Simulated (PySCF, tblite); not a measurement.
# C4H8F2GeS: geometry, infrared bands and NMR shifts

What infrared bands and NMR shifts should C4H8F2GeS (`[CH3][Ge@@]1([F])[CH2][C@H](F)C[S]1`) show?

The runs use tblite 0.8.0 and PySCF 2.14.0, with density-fitted response routines of our own; the level of theory stands in each step. All values are computed, except where a source is named. Atoms are numbered from 0 throughout.

## 1. The starting structure

16 atoms, charge 0, multiplicity 1; geometry from: force field or distance geometry start.

Bonds of the start (Å): C0–Ge1 1.93, Ge1–F2 1.73, Ge1–C3 1.96, C3–C4 1.50, C4–F5 1.39, C4–C6 1.51, C6–S7 1.83, S7–Ge1 2.23, C0–H8 1.12, C0–H9 1.10, C0–H10 1.12, C3–H11 1.13, C3–H12 1.09, C4–H13 1.10, C6–H14 1.13, C6–H15 1.10.

## 2. Relaxing the molecule with GFN2-xTB

Job settings and geometry (Å):

```
{"job": {"kind": "relax", "xc": "GFN2-xTB", "basis": "xTB"}, "charge": 0, "multiplicity": 1}
C      2.387000    -0.189400     0.141800
Ge     0.788500    -0.635600    -0.852800
F      1.020500    -1.830100    -2.078000
C     -0.745200    -1.003200     0.307100
C     -1.134000     0.386100     0.719300
F     -2.257300     0.244600     1.525000
C     -1.553000     1.168600    -0.496300
S     -0.104000     1.267800    -1.611500
H      2.279600     0.869100     0.490600
H      3.314600    -0.270300    -0.449900
H      2.518700    -0.790200     1.072100
H     -0.384400    -1.536600     1.231500
H     -1.542800    -1.560000    -0.195200
H     -0.358600     0.884600     1.326200
H     -1.784100     2.215800    -0.151500
H     -2.453200     0.787700    -0.990000
```

Command:

```sh
$ OMP_NUM_THREADS=1 python probes_run.py task.json out
```

The driver reads the jobs from task.json and runs them one after another.

**Question.** This job is followed by: GFN2-xTB harmonic vibrations, gas phase; GIAO PBE0/pcSseg-1 NMR shielding, non-relativistic, gas phase. Predict these results of the whole session: strongest single infrared mode (GFN2-xTB); zero-point energy (GFN2-xTB); ¹³C shifts against TMS (PBE0/pcSseg-1); ¹H shifts against TMS (PBE0/pcSseg-1, means over atoms taken as alike); ⁷³Ge shifts against GeMe4 (PBE0/pcSseg-1); ¹⁹F shifts against CFCl3 (PBE0/pcSseg-1); ³³S shifts against CS2 (PBE0/pcSseg-1).

As calculated:

| quantity | value |
| --- | --- |
| strongest single infrared mode (GFN2-xTB) | 436 cm⁻¹, 131 km/mol |
| zero-point energy (GFN2-xTB) | 70.5 kcal/mol |
| ¹³C shifts against TMS (PBE0/pcSseg-1) | 96.7, 40.4, 29.6, 8.4 ppm |
| ¹H shifts against TMS (PBE0/pcSseg-1, means over atoms taken as alike) | 4.72, 3.09, 3.06, 1.97, 1.68, 1.07 ppm |
| ⁷³Ge shifts against GeMe4 (PBE0/pcSseg-1) | 199 ppm |
| ¹⁹F shifts against CFCl3 (PBE0/pcSseg-1) | -155.2, -195.0 ppm |
| ³³S shifts against CS2 (PBE0/pcSseg-1) | -67 ppm |

Over 132 steps the energy fell by 0.477 eV; of the close pairs, Ge1–F2 changed most, 1.727 to 1.794 Å. No mode is imaginary among the 42: a minimum at this level. Unscaled tight-binding wavenumbers are off by several per cent, some by more. Its intensities can rank the bands wrongly. C4 (sp3 CH bonded to F) lies farthest downfield among carbon, at 96.7 ppm; deshielded by the electronegative neighbour. The most deshielded hydrogen is H13 (hydrogen on an sp3 CH bonded to F), at 4.72 ppm: its carbon carries F, which withdraws density. At PBE0/pcSseg-1: Shielding is most anisotropic at S7 (span 200 ppm, paramagnetic term -487 ppm). Spin-orbit coupling is left out, which matters for shieldings and couplings at and beside the heavy atoms.
